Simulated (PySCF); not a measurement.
# CH₈N₂Si₂: geometry, spin-spin couplings

Wanted: the spin-spin couplings of CH₈N₂Si₂ (`C=N[SiH2]N[SiH3]`), by calculation.

Programs: PySCF 2.14.0, with density-fitted response routines of our own. Each step states its level of theory. These are calculated values for one molecule in the gas phase, unless marked as measured. Atoms are numbered from 0 throughout.

### Step 1. The starting structure

13 atoms, charge 0, multiplicity 1; geometry from: GFN2-xTB. The atoms were then displaced at random by about 0.01 Å, so the start is not that level's minimum.

Bonds of the start (Å): C0–N1 1.27, N1–Si2 1.74, Si2–N3 1.69, N3–Si4 1.76, C0–H5 1.05, C0–H6 1.10, Si2–H7 1.47, Si2–H8 1.44, N3–H9 1.00, Si4–H10 1.46, Si4–H11 1.46, Si4–H12 1.48.

### Step 2. Optimising the geometry at PBE0-D3(BJ)/def2-SVP

The job: settings as JSON, then the geometry in Å.

```
{"job": {"xc": "PBE0", "basis": "def2-SVP", "d3": "d3bj", "grid": 1, "shake": 0.01, "kind": "geom"}, "charge": 0, "multiplicity": 1}
C      2.968270    -0.398440    -0.091540
N      1.768000    -0.401900    -0.510000
Si     0.399340     0.650800    -0.294630
N     -0.817140    -0.462420     0.061570
Si    -2.521930    -0.118730     0.322700
H      3.634370    -1.151590    -0.405090
H      3.373880     0.387460     0.570520
H      0.488490     1.633100     0.801170
H      0.275460     1.327270    -1.563070
H     -0.636200    -1.422330    -0.159540
H     -3.181730     0.404170    -0.866050
H     -3.126920    -1.375250     0.747970
H     -2.618050     0.910970     1.375660
```

On the command line:

```
$ OMP_NUM_THREADS=1 python probes_run.py task.json out
```

The driver reads the jobs from task.json and runs them one after another.

**Question.** This job is followed by: B3LYP/cc-pVTZ indirect spin-spin coupling, non-relativistic, gas phase; B3LYP/6-31G* indirect spin-spin coupling, non-relativistic, gas phase. What will the session give for the following? point group; rotational constants (main isotopes); largest coupling of the table (B3LYP/cc-pVTZ); range of J(Si2,H7), mean over like pairs.

**Answer**, as computed:

| quantity | value |
| --- | --- |
| point group | C1 |
| rotational constants (main isotopes) | 6.37, 1.51, 1.33 GHz |
| largest coupling of the table (B3LYP/cc-pVTZ) | 1J(Si,H) Si2–H7, -175.5 Hz (mean over like pairs) |
| range of J(Si2,H7), mean over like pairs | -195.7 to -175.5 Hz |

The start of the PBE0/def2-SVP relaxation was shaken at random by about 0.01 Å, so part of the energy gained, and of the first lengths quoted, undoes that. Over 17 steps the energy fell by 0.300 eV; of the close pairs, C0–H5 changed most, 1.053 to 1.107 Å. In the run at B3LYP/cc-pVTZ, the largest coupling of the table is Si2–H7 (mean over like pairs), -175.5 Hz, of which the Fermi-contact term gives -176.2 Hz. Couplings across rotatable bonds belong to this one conformer; where others are populated, the observed values are averages. The coupling Si2–H7, as a mean over pairs of its kind, runs from -195.7 Hz (B3LYP/6-31G*) to -175.5 Hz (B3LYP/cc-pVTZ). Couplings from bases without tight functions are rough.
